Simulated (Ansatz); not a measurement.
# C2H6BF: the cost of one run

Method: the settings change from run to run; program: Ansatz 0.2.0, Gaussian basis.

### 1 The relaxed structure

The structure was relaxed beforehand with PBE0-D4 in a triple-zeta def2 set.

10 atoms, charge 0, spin multiplicity 1.

Atoms are counted from 1 here; the program's logs count them from 0.

Bond lengths: B1–C2 1.555 Å, B1–H5 1.193 Å, B1–H6 1.196 Å, C2–C3 1.521 Å, C2–F4 1.398 Å, C2–H7 1.104 Å, C3–H8 1.091 Å, C3–H9 1.092 Å, C3–H10 1.092 Å. Angles: C2–B1–H5 121.7°, C2–B1–H6 117.8°, H5–B1–H6 120.4°, B1–C2–C3 113.8°, B1–C2–F4 113.2°, B1–C2–H7 106.7°, C3–C2–F4 108.5°, C3–C2–H7 108.0°, F4–C2–H7 106.2°, C2–C3–H8 109.9°, C2–C3–H9 111.1°, C2–C3–H10 110.4°, H8–C3–H9 108.2°, H8–C3–H10 108.7°, H9–C3–H10 108.5°.

### 2 RPA/def2-mTZVP

This run has high accuracy.

Contents of in.yaml:

```yaml
crystal:
  periodic: [false, false, false]
  atoms:
    - {symbol: B, position_ang: [-0.636103, 1.159640, -0.581432]}
    - {symbol: C, position_ang: [-0.035704, -0.272484, -0.508401]}
    - {symbol: C, position_ang: [0.540941, -0.627747, 0.854025]}
    - {symbol: F, position_ang: [-0.942858, -1.268990, -0.879214]}
    - {symbol: H, position_ang: [-1.770901, 1.349280, -0.898075]}
    - {symbol: H, position_ang: [0.082283, 2.079992, -0.319987]}
    - {symbol: H, position_ang: [0.784134, -0.311000, -1.247306]}
    - {symbol: H, position_ang: [0.954336, -1.637585, 0.830794]}
    - {symbol: H, position_ang: [-0.228743, -0.592223, 1.627847]}
    - {symbol: H, position_ang: [1.335615, 0.069917, 1.124748]}
basis:
  gaussian: {orbitals: def2-mTZVP}
hamiltonian: {xc: {name: HSE06}}
correlation: {method: rpa}
accuracy: high
```

Run with:

```bash
$ ansatz run in.yaml --threads 2 --pin off --events-out ev --progress --plain --max-ram 4352MiB
```

Q: Estimate wall time and peak memory on 2 threads of Arm Neoverse V2, shared host.

About 6 s, with a peak of 0.42 GiB.
